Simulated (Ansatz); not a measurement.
CS2 in Ansatz: the effect of functional

Crystal: CS2.

```
CELL_PARAMETERS angstrom
3.64579 -2.99431 0.00000
3.64579 2.99431 0.00000
0.00000 0.00000 9.85126
ATOMIC_POSITIONS crystal
S 0.18152 0.81848 0.88687
S 0.31848 0.68152 0.38687
S 0.68152 0.31848 0.61313
S 0.81848 0.18152 0.11313
C 0.50000 0.50000 0.50000
C 0.00000 0.00000 0.00000
```

The cell comes from a database or a generator and needn't be the stable form of this composition.

Alike in all runs:

* Program: Ansatz 0.2.0
* Task: band structure
* Potentials or basis: Ansatz PAW
* k mesh: 6 × 6 × 3
* Occupations: fermi-dirac, width 0.05 eV
* Spin: no spin polarisation

```tsv
functional	cutoff	gap on the mesh (eV)	pressure (GPa)	largest force (eV/Å)
LDA	420 eV (not typed: the program's choice for these potentials)	3.32	-1.1	0.22
PBEsol	420 eV (not typed: the program's choice for these potentials)	3.41	-0.1	0.09
RPBE	420 eV (not typed: the program's choice for these potentials)	?	?	?
revPBE	420 eV (not typed: the program's choice for these potentials)	3.47	1.2	0.39
BLYP	420 eV (not typed: the program's choice for these potentials)	3.38	1.0	0.41
r2SCAN	500 eV (not typed: the program's choice for these potentials)	3.75	-0.7	0.21
```

What does the run with functional RPBE give?

gap on the mesh 3.47 eV; pressure 1.3 GPa; largest force 0.46 eV/Å.

Caveats: the PAW data sets come from PBE, with cores solved anew for the run's functional, which leaves a small shift of forces and pressure.

Runs at the PBE level aren't shown here.
